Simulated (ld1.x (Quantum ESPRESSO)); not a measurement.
# Sn: generating and testing a TM potential

Do these settings give a usable potential? It is generated, then checked for transferability, scattering, ghosts and hardness.

The numbers are computed with ld1.x (Quantum ESPRESSO) 7.5 (PBE, scalar-relativistic, spin-unpolarised reference atom).

## (1) The design

Typed settings, in words:

```json
{"element": "tin (Sn, Z = 50)", "type": "norm-conserving Troullier–Martins (Kleinman–Bylander form)", "frozen core": "[Kr]", "valence charge": "14", "reference configuration": "4d10 5s2 5p0 (charge +2)", "partial waves": "5s (bound): rc 1.75 bohr; 5p (bound, empty): rc 1.80 bohr; 4d (bound): rc 0.95 bohr", "local potential": "all-electron potential smoothed inside 1.00 bohr (lloc = -1)", "core correction": "not asked for"}
```

The outer shells as boxes (Hund's rule for the drawing; the calculation is spin-unpolarised):

```
[Kr] core
4d [↑↓][↑↓][↑↓][↑↓][↑↓]
5s [↑↓]
5p [  ][  ][  ]
```

## (2) Generating the potential

Sn.in reads:

```
 &input
   title='Sn', zed=50., rel=1, dft='PBE', iswitch=3,
   config='[Kr] 4d10 5s2 5p0',
   nld=3, rlderiv=1.95, eminld=-5.0, emaxld=5.0, deld=0.02
 /
 &inputp
   pseudotype=2, tm=.true., lloc=-1, rcloc=1.00,
   nlcc=.false.,
   file_pseudopw='Sn.UPF', file_wfcaegen='ae.wfc', file_wfcncgen='nc.wfc', file_beta='beta', file_chi='chi'
 /
3
5S  1  0   2.00   0.00  1.75  1.75  0.0
5P  2  1   0.00   0.00  1.80  1.80  0.0
4D  3  2  10.00   0.00  0.95  0.95  0.0
 &test
   configts(1)='4d10 5s2 5p0'
 /
```

Launch:

```console
$ ld1.x < Sn.in > Sn.out
```

Output in Sn.out (without the banner and most projector matrices):

```text
     Program LD1 v.7.5
     --------------------------- All-electron run ----------------------------

     Sn
     scalar relativistic calculation

     atomic number is 50.00
     dft =PBE   lsd =0 sic =0 latt =0  beta=0.20 tr2=1.0E-14
     Exchange-correlation= PBE
                           (   1   4   3   4   0   0   0)
     mesh =1243 r(mesh) = 100.78374 a.u. xmin = -7.00 dx = 0.01250
     1 Ry =  13.60569312 eV, c = 137.03599908

     n l     nl                  e(Ry)          e(Ha)          e(eV)
     1 0     1S 1( 2.00)     -2133.8080     -1066.9040    -29031.9369
     2 0     2S 1( 2.00)      -323.2215      -161.6108     -4397.6527
     2 1     2P 1( 6.00)      -290.2836      -145.1418     -3949.5100
     3 0     3S 1( 2.00)       -63.4117       -31.7058      -862.7597
     3 1     3P 1( 6.00)       -52.6487       -26.3243      -716.3216
     4 0     4S 1( 2.00)       -11.1266        -5.5633      -151.3854
     4 1     4P 1( 6.00)        -7.8756        -3.9378      -107.1526
     3 2     3D 1(10.00)       -36.0828       -18.0414      -490.9322
     4 2     4D 1(10.00)        -3.1758        -1.5879       -43.2083
     5 0     5S 1( 2.00)        -1.9176        -0.9588       -26.0907
     5 1     5P 1( 0.00)        -1.3077        -0.6538       -17.7915

     final scf error:  5.0E-15 reached in  22 iterations

     Etot =  -12352.880119 Ry,   -6176.440059 Ha, -168069.496084 eV

     Ekin =   12897.704666 Ry,    6448.852333 Ha,  175482.211679 eV
     Encl =  -29810.617128 Ry,  -14905.308564 Ha, -405594.108456 eV
     Eh   =    4888.687094 Ry,    2444.343547 Ha,   66513.976379 eV
     Exc  =    -328.654751 Ry,    -164.327375 Ha,   -4471.575685 eV

     normalization and overlap integrals

     s(1S/1S) =  1.000000  <r> =   0.0291  <r2> =    0.0011  r(max) =   0.0188
     s(2S/2S) =  1.000000  <r> =   0.1255  <r2> =    0.0186  r(max) =   0.1054
     s(2P/2P) =  1.000000  <r> =   0.1096  <r2> =    0.0147  r(max) =   0.0853
     s(3S/3S) =  1.000000  <r> =   0.3393  <r2> =    0.1317  r(max) =   0.3090
     s(3P/3P) =  1.000000  <r> =   0.3377  <r2> =    0.1323  r(max) =   0.3013
     s(4S/4S) =  1.000000  <r> =   0.8185  <r2> =    0.7581  r(max) =   0.7412
     s(4P/4P) =  1.000000  <r> =   0.8856  <r2> =    0.8962  r(max) =   0.7890
     s(3D/3D) =  1.000000  <r> =   0.3146  <r2> =    0.1175  r(max) =   0.2498
     s(4D/4D) =  1.000000  <r> =   1.0912  <r2> =    1.4108  r(max) =   0.8829
     s(5S/5S) =  1.000000  <r> =   2.2162  <r2> =    5.5337  r(max) =   1.9406
     s(5P/5P) =  1.000000  <r> =   2.6767  <r2> =    8.1050  r(max) =   2.3117

     ------------------------ End of All-electron run ------------------------

     --------------------- Generating NC pseudopotential ---------------------

      Generating local potential from pseudized AE potential:
      Matching radius rcloc =   1.0000

      Local pseudo, rcloc= 0.988 Estimated cut-off energy=    25.10 Ry

      Wfc   5S  rcut= 1.756  Using Troullier-Martins method

      Wfc   5P  rcut= 1.800  Using Troullier-Martins method

      Wfc   4D  rcut= 0.940  Using Troullier-Martins method

     ------------------- End of pseudopotential generation -------------------

     [... the all-electron block is printed once more ...]


     Computing logarithmic derivative in   1.95277
     Computing logarithmic derivative in   1.95277
     Computing the partial wave expansion
     R is outside the sphere for l=    0 j= 0.00
     R is outside the sphere for l=    1 j= 0.00
     R is outside the sphere for l=    2 j= 0.00

     ---------------------- Testing the pseudopotential ----------------------

     Sn
     scalar relativistic calculation

     atomic number is 50.00   valence charge is 14.00
     dft =PBE   lsd =0 sic =0 latt =0  beta=0.20 tr2=1.0E-14
     mesh =1243 r(mesh) = 100.78374 xmin = -7.00 dx = 0.01250

     n l     nl             e AE (Ry)        e PS (Ry)    De AE-PS (Ry)
     3 2     4D   1(10.00)       -3.17575       -3.17570       -0.00006
     1 0     5S   1( 2.00)       -1.91763       -1.91764        0.00000
     2 1     5P   1( 0.00)       -1.30765       -1.30765       -0.00001

     eps = 8.3E-15  iter = 15

     Etot =  -12352.880119 Ry,   -6176.440059 Ha, -168069.496084 eV
     Etotps =  -134.407826 Ry,     -67.203913 Ha,   -1828.711635 eV

     Ekin =     102.736418 Ry,      51.368209 Ha,    1397.800171 eV
     Encl =    -338.685032 Ry,    -169.342516 Ha,   -4608.044605 eV
     Ehrt =     103.432097 Ry,      51.716049 Ha,    1407.265371 eV
     Ecxc =     -15.455498 Ry,      -7.727749 Ha,    -210.282769 eV
     Epseu=      13.564189 Ry,       6.782095 Ha,     184.550196 eV

     ---------------------- End of pseudopotential test ----------------------
```

Wall time 1.4 s (1 thread of Neoverse-V2, shared host). (Generation and the later configuration tests together.)

Partial waves on a coarse radial grid (AE all-electron, PS pseudo):

```tsv
r (bohr)	4d AE	4d PS
0.090	-0.2532	0.0069
0.180	-0.5352	0.0514
0.270	-0.4416	0.1553
0.360	-0.1175	0.3149
0.450	0.2540	0.5050
0.540	0.5732	0.6921
0.630	0.8060	0.8492
0.720	0.9510	0.9611
0.810	1.0223	1.0232
0.900	1.0381	1.0381
0.990	1.0156	1.0156
1.080	0.9685	0.9685
1.170	0.9070	0.9070
1.260	0.8383	0.8383
1.350	0.7671	0.7671
1.440	0.6966	0.6966
1.530	0.6290	0.6290
1.620	0.5652	0.5652
1.710	0.5060	0.5060
1.800	0.4516	0.4516
1.890	0.4020	0.4020
1.980	0.3571	0.3571
2.070	0.3165	0.3165
2.160	0.2801	0.2801
2.250	0.2475	0.2475
2.340	0.2183	0.2183
```

## (3) Testing the new file in other configurations

Sn.test.in reads:

```
 &input
   title='Sn', zed=50., rel=1, dft='PBE', iswitch=2,
   config='[Kr] 4d10 5s2 5p0'
 /
 &test
   file_pseudo='Sn.UPF', nconf=8,
   configts(1)='4d10 5s2 5p0',
   configts(2)='4d10 5s2 5p2',
   configts(3)='4d10 5s2 5p1',
   configts(4)='4d10 5s1 5p0',
   configts(5)='4d10 5s1 5p3',
   configts(6)='4d10 5s1 5p2',
   configts(7)='4d10 5s0 5p0',
   configts(8)='4d9 5s2 5p2'
 /
```

Launch:

```console
$ ld1.x < Sn.test.in > Sn.test.out
```

Sn.test.out, the pseudopotential blocks:

```text
     ---------------------- Testing the pseudopotential ----------------------

     Sn
     scalar relativistic calculation

     atomic number is 50.00   valence charge is 14.00
     dft =PBE   lsd =0 sic =0 latt =0  beta=0.20 tr2=1.0E-14
     mesh =1243 r(mesh) = 100.78374 xmin = -7.00 dx = 0.01250

     n l     nl             e AE (Ry)        e PS (Ry)    De AE-PS (Ry)
     3 2     4D   1(10.00)       -3.17575       -3.17570       -0.00006
     1 0     5S   1( 2.00)       -1.91763       -1.91764        0.00000
     2 1     5P   1( 0.00)       -1.30765       -1.30765       -0.00001

     eps = 2.5E-15  iter =  8

     Etot =  -12352.880119 Ry,   -6176.440059 Ha, -168069.496083 eV
     Etotps =  -134.407826 Ry,     -67.203913 Ha,   -1828.711634 eV

     Ekin =     102.736418 Ry,      51.368209 Ha,    1397.800171 eV
     Encl =    -338.685031 Ry,    -169.342516 Ha,   -4608.044604 eV
     Ehrt =     103.432097 Ry,      51.716049 Ha,    1407.265371 eV
     Ecxc =     -15.455498 Ry,      -7.727749 Ha,    -210.282769 eV
     Epseu=      13.564189 Ry,       6.782095 Ha,     184.550196 eV

     ---------------------- End of pseudopotential test ----------------------

     ---------------------- Testing the pseudopotential ----------------------

     Sn
     scalar relativistic calculation

     atomic number is 50.00   valence charge is 14.00
     dft =PBE   lsd =0 sic =0 latt =0  beta=0.20 tr2=1.0E-14
     mesh =1243 r(mesh) = 100.78374 xmin = -7.00 dx = 0.01250

     n l     nl             e AE (Ry)        e PS (Ry)    De AE-PS (Ry)
     3 2     4D   1(10.00)       -1.89914       -1.90645        0.00730  !
     1 0     5S   1( 2.00)       -0.77532       -0.77705        0.00173
     2 1     5P   1( 2.00)       -0.27151       -0.27256        0.00105

     eps = 2.6E-15  iter = 26

     Etot =  -12354.410875 Ry,   -6177.205437 Ha, -168090.323077 eV
     Etotps =  -135.940927 Ry,     -67.970463 Ha,   -1849.570535 eV
     dEtot_ae =      -1.530756 Ry
     dEtot_ps =      -1.533101 Ry,   Delta E=       0.002345 Ry

     Ekin =     103.166007 Ry,      51.583003 Ha,    1403.645031 eV
     Encl =    -356.326810 Ry,    -178.163405 Ha,   -4848.073225 eV
     Ehrt =     119.661454 Ry,      59.830727 Ha,    1628.077024 eV
     Ecxc =     -16.311153 Ry,      -8.155576 Ha,    -221.924542 eV
     Epseu=      13.869575 Ry,       6.934787 Ha,     188.705178 eV

     ---------------------- End of pseudopotential test ----------------------

     ---------------------- Testing the pseudopotential ----------------------

     Sn
     scalar relativistic calculation

     atomic number is 50.00   valence charge is 14.00
     dft =PBE   lsd =0 sic =0 latt =0  beta=0.20 tr2=1.0E-14
     mesh =1243 r(mesh) = 100.78374 xmin = -7.00 dx = 0.01250

     n l     nl             e AE (Ry)        e PS (Ry)    De AE-PS (Ry)
     3 2     4D   1(10.00)       -2.48469       -2.48982        0.00514  !
     1 0     5S   1( 2.00)       -1.30909       -1.31070        0.00161
     2 1     5P   1( 1.00)       -0.75374       -0.75496        0.00122

     eps = 8.9E-15  iter = 26

     Etot =  -12353.905608 Ry,   -6176.952804 Ha, -168083.448573 eV
     Etotps =  -135.434324 Ry,     -67.717162 Ha,   -1842.677857 eV
     dEtot_ae =      -1.025489 Ry
     dEtot_ps =      -1.026498 Ry,   Delta E=       0.001009 Ry

     Ekin =     102.967343 Ry,      51.483671 Ha,    1400.942064 eV
     Encl =    -348.201800 Ry,    -174.100900 Ha,   -4737.526836 eV
     Ehrt =     111.919102 Ry,      55.959551 Ha,    1522.736958 eV
     Ecxc =     -15.912412 Ry,      -7.956206 Ha,    -216.499399 eV
     Epseu=      13.793443 Ry,       6.896722 Ha,     187.669356 eV

     ---------------------- End of pseudopotential test ----------------------

     ---------------------- Testing the pseudopotential ----------------------

     Sn
     scalar relativistic calculation

     atomic number is 50.00   valence charge is 14.00
     dft =PBE   lsd =0 sic =0 latt =0  beta=0.20 tr2=1.0E-14
     mesh =1243 r(mesh) = 100.78374 xmin = -7.00 dx = 0.01250

     n l     nl             e AE (Ry)        e PS (Ry)    De AE-PS (Ry)
     3 2     4D   1(10.00)       -4.04706       -4.03779       -0.00928  !
     1 0     5S   1( 1.00)       -2.64311       -2.63880       -0.00431
     2 1     5P   1( 0.00)       -1.96962       -1.96593       -0.00369

     eps = 8.8E-15  iter = 31

     Etot =  -12350.603760 Ry,   -6175.301880 Ha, -168038.524645 eV
     Etotps =  -132.133049 Ry,     -66.066525 Ha,   -1797.761720 eV
     dEtot_ae =       2.276359 Ry
     dEtot_ps =       2.274777 Ry,   Delta E=       0.001582 Ry

     Ekin =     103.231168 Ry,      51.615584 Ha,    1404.531586 eV
     Encl =    -326.824022 Ry,    -163.412011 Ha,   -4446.667345 eV
     Ehrt =      93.540125 Ry,      46.770063 Ha,    1272.678239 eV
     Ecxc =     -14.845982 Ry,      -7.422991 Ha,    -201.989874 eV
     Epseu=      12.765662 Ry,       6.382831 Ha,     173.685673 eV

     ---------------------- End of pseudopotential test ----------------------

     ---------------------- Testing the pseudopotential ----------------------

     Sn
     scalar relativistic calculation

     atomic number is 50.00   valence charge is 14.00
     dft =PBE   lsd =0 sic =0 latt =0  beta=0.20 tr2=1.0E-14
     mesh =1243 r(mesh) = 100.78374 xmin = -7.00 dx = 0.01250

     n l     nl             e AE (Ry)        e PS (Ry)    De AE-PS (Ry)
     3 2     4D   1(10.00)       -2.00782       -2.01270        0.00487
     1 0     5S   1( 1.00)       -0.83895       -0.84003        0.00108
     2 1     5P   1( 3.00)       -0.31727       -0.31814        0.00087

     eps = 7.3E-15  iter = 28

     Etot =  -12353.897991 Ry,   -6176.948995 Ha, -168083.344936 eV
     Etotps =  -135.427551 Ry,     -67.713776 Ha,   -1842.585703 eV
     dEtot_ae =      -1.017872 Ry
     dEtot_ps =      -1.019725 Ry,   Delta E=       0.001853 Ry

     Ekin =     103.759424 Ry,      51.879712 Ha,    1411.718888 eV
     Encl =    -354.959645 Ry,    -177.479823 Ha,   -4829.472007 eV
     Ehrt =     118.353813 Ry,      59.176906 Ha,    1610.285656 eV
     Ecxc =     -16.201814 Ry,      -8.100907 Ha,    -220.436913 eV
     Epseu=      13.620671 Ry,       6.810336 Ha,     185.318673 eV

     ---------------------- End of pseudopotential test ----------------------

     ---------------------- Testing the pseudopotential ----------------------

     Sn
     scalar relativistic calculation

     atomic number is 50.00   valence charge is 14.00
     dft =PBE   lsd =0 sic =0 latt =0  beta=0.20 tr2=1.0E-14
     mesh =1243 r(mesh) = 100.78374 xmin = -7.00 dx = 0.01250

     n l     nl             e AE (Ry)        e PS (Ry)    De AE-PS (Ry)
     3 2     4D   1(10.00)       -2.59312       -2.59578        0.00266
     1 0     5S   1( 1.00)       -1.37450       -1.37529        0.00079
     2 1     5P   1( 2.00)       -0.80556       -0.80642        0.00086

     eps = 9.7E-15  iter = 22

     Etot =  -12353.343403 Ry,   -6176.671702 Ha, -168075.799389 eV
     Etotps =  -134.871907 Ry,     -67.435953 Ha,   -1835.025774 eV
     dEtot_ae =      -0.463284 Ry
     dEtot_ps =      -0.464081 Ry,   Delta E=       0.000796 Ry

     Ekin =     103.593811 Ry,      51.796906 Ha,    1409.465603 eV
     Encl =    -346.834609 Ry,    -173.417305 Ha,   -4718.925255 eV
     Ehrt =     110.645208 Ry,      55.322604 Ha,    1505.404752 eV
     Ecxc =     -15.793441 Ry,      -7.896721 Ha,    -214.880713 eV
     Epseu=      13.517124 Ry,       6.758562 Ha,     183.909839 eV

     ---------------------- End of pseudopotential test ----------------------

     ---------------------- Testing the pseudopotential ----------------------

     Sn
     scalar relativistic calculation

     atomic number is 50.00   valence charge is 14.00
     dft =PBE   lsd =0 sic =0 latt =0  beta=0.20 tr2=1.0E-14
     mesh =1243 r(mesh) = 100.78374 xmin = -7.00 dx = 0.01250

     n l     nl             e AE (Ry)        e PS (Ry)    De AE-PS (Ry)
     3 2     4D   1(10.00)       -4.97482       -4.95951       -0.01532  !
     1 0     5S   1( 0.00)       -3.40799       -3.39975       -0.00824  !
     2 1     5P   1( 0.00)       -2.67002       -2.66232       -0.00770  !

     eps = 4.2E-15  iter =  7

     Etot =  -12347.581115 Ry,   -6173.790558 Ha, -167997.399466 eV
     Etotps =  -129.116472 Ry,     -64.558236 Ha,   -1756.719098 eV
     dEtot_ae =       5.299004 Ry
     dEtot_ps =       5.291354 Ry,   Delta E=       0.007650 Ry

     Ekin =     103.910203 Ry,      51.955101 Ha,    1413.770332 eV
     Encl =    -314.057535 Ry,    -157.028768 Ha,   -4272.970449 eV
     Ehrt =      83.759080 Ry,      41.879540 Ha,    1139.600333 eV
     Ecxc =     -14.228958 Ry,      -7.114479 Ha,    -193.594831 eV
     Epseu=      11.500738 Ry,       5.750369 Ha,     156.475517 eV

     ---------------------- End of pseudopotential test ----------------------

     ---------------------- Testing the pseudopotential ----------------------

     Sn
     scalar relativistic calculation

     atomic number is 50.00   valence charge is 14.00
     dft =PBE   lsd =0 sic =0 latt =0  beta=0.20 tr2=1.0E-14
     mesh =1243 r(mesh) = 100.78374 xmin = -7.00 dx = 0.01250

     n l     nl             e AE (Ry)        e PS (Ry)    De AE-PS (Ry)
     3 2     4D   1( 9.00)       -2.93573       -2.94985        0.01412  !
     1 0     5S   1( 2.00)       -1.48133       -1.47743       -0.00390
     2 1     5P   1( 2.00)       -0.87023       -0.86710       -0.00313

     eps = 7.5E-15  iter = 54

     Etot =  -12352.008099 Ry,   -6176.004049 Ha, -168057.631642 eV
     Etotps =  -133.525480 Ry,     -66.762740 Ha,   -1816.706699 eV
     dEtot_ae =       0.872020 Ry
     dEtot_ps =       0.882346 Ry,   Delta E=      -0.010326 Ry

     Ekin =      97.881326 Ry,      48.940663 Ha,    1331.743277 eV
     Encl =    -337.922995 Ry,    -168.961498 Ha,   -4597.676571 eV
     Ehrt =     106.844341 Ry,      53.422170 Ha,    1453.691314 eV
     Ecxc =     -15.236543 Ry,      -7.618272 Ha,    -207.303734 eV
     Epseu=      14.908393 Ry,       7.454196 Ha,     202.839015 eV

     ---------------------- End of pseudopotential test ----------------------
```

Excitation and ionisation energies from 4d10 5s2 5p0, with the error of the potential.

```tsv
valence configuration	charge	ΔE all-electron (eV)	error AE − PS (meV)
4d10 5s2 5p2	0	-20.827	+32
4d10 5s2 5p1	+1	-13.952	+14
4d10 5s1 5p0	+3	30.971	+22
4d10 5s1 5p3	0	-13.849	+25
4d10 5s1 5p2	+1	-6.303	+11
4d10 5s0 5p0	+4	72.097	+104
4d9 5s2 5p2	+1	11.864	-140
```

## (4) Logarithmic derivatives

Taken from the files of the generation run. The phase is arctan(r·u′/u) with u = r·R, unwrapped, with energies in Ry. A pole is an energy at which the radial function vanishes at the test radius. The pseudo phase is shifted by a multiple of π to meet the all-electron one at the reference energy. Levels narrower than the energy grid can be missing from the poles. The last column is the largest difference on the grid between −1 and +1 Ry.

```tsv
channel	radius (bohr)	reference (Ry)	poles AE	poles PS	window around the reference with phases within 0.05 rad (Ry)	largest difference near zero (rad)
s	1.95	-1.92	2.99	0.10, 4.62	below -0.9	2.869
p	1.95	-1.31	4.99	2.98	below -0.2	0.079
d	1.95	-3.18	-2.71	-2.71	the whole range	0.008
```

Phases (rad) along the scan:

```tsv
E (Ry)	s AE	s PS	p AE	p PS
-5.00	1.214	1.201	1.300	1.283
-4.48	1.166	1.152	1.273	1.258
-3.96	1.098	1.083	1.240	1.227
-3.44	0.995	0.980	1.198	1.187
-2.92	0.823	0.809	1.141	1.133
-2.40	0.509	0.502	1.061	1.055
-1.88	-0.039	-0.039	0.937	0.934
-1.36	-0.637	-0.656	0.729	0.728
-0.84	-1.008	-1.065	0.355	0.348
-0.32	-1.209	-1.328	-0.215	-0.257
0.20	-1.327	-1.678	-0.732	-0.803
0.72	-1.405	-4.007	-1.039	-1.117
1.24	-1.459	-4.415	-1.213	-1.294
1.76	-1.501	-4.522	-1.320	-1.405
2.28	-1.534	-4.582	-1.392	-1.485
2.80	-1.562	-4.623	-1.444	-1.550
3.32	-1.586	-4.655	-1.484	-1.610
3.84	-1.608	-4.680	-1.516	-1.672
4.36	-1.629	-4.702	-1.543	-1.749
4.88	-1.649	-4.722	-1.566	-1.864
```

## (5) Cutoff and ghost test in a Bessel basis

A separate test, outside the generator: the pseudo-atom's Hamiltonian at the reference potential is diagonalised in spherical Bessel functions j_l(qr) that vanish at 20 bohr, with q² up to the cutoff.

All-electron valence levels (Ry): 5s -1.9176, 5p -1.3076, 4d -3.1757. The lowest levels of each channel (Ry) by cutoff; the last column sums, over occupied levels, occupation times the distance from the level at 400 Ry. A positive value at high cutoff is not a bound level.

```tsv
cutoff (Ry)	s #1	s #2	p #1	p #2	d #1	f #1	Σ f·Δε (mRy)
8	-3.9639	-1.8943	-1.3017	-0.4869	-1.1014	-0.3083	20790.0
21	-17.5051	-1.9119	-1.5797	-1.0217	-2.0465	-0.3110	11303.9
45	-24.4237	-1.9170	-7.8404	-1.3070	-2.9609	-0.3123	2149.9
70	-25.8544	-1.9175	-9.1375	-1.3074	-3.1508	-0.3125	249.4
120	-26.2030	-1.9176	-9.6646	-1.3076	-3.1749	-0.3126	7.7
180	-26.2163	-1.9176	-9.6839	-1.3076	-3.1757	-0.3126	0.6
230	-26.2166	-1.9176	-9.6847	-1.3076	-3.1757	-0.3126	0.5
400	-26.2166	-1.9176	-9.6847	-1.3076	-3.1757	-0.3126	0.0
```

The sum stays within 10 mRy from 120 Ry and within 1 mRy from 180 Ry. The sum leaves out empty levels, which can need more. Ghost test: ghost states, bound below the all-electron valence or empty levels of the same l: s at -356.7 eV, p at -131.8 eV.

## (6) Summary of results

| quantity | value |
| --- | --- |
| cutoffs for 10 and 1 mRy, occupied levels | 120 Ry and 180 Ry |
| bound ghosts | s at -356.70 eV, p at -131.77 eV |
| largest test error (AE − PS) | -140 meV, for 4d9 5s2 5p2 |
| largest phase difference near zero energy, channels read | 2.869 rad |

What this shows: It has a bound ghost (s, p), a state that the atom doesn't have, and that rules the file out. By total energies transferability is poor: the largest error is 140 meV on 11.9 eV, for 4d9 5s2 5p2. It counts as hard, with 120 Ry needed at the looser tolerance. The slowest occupied level is 4d: taken alone it needs 120 Ry to come within 1 mRy, against 35 Ry for 5s. Near zero energy the largest phase difference among the channels read is 2.87 rad, in the s channel. A step near π is an extra or missing state, not a misfit of shape. The pseudo curves have a pole with no partner nearby in the atom's: s at 0.10 Ry. At positive energy that is a spurious or a displaced resonance. All of this concerns the isolated atom, not yet a solid.
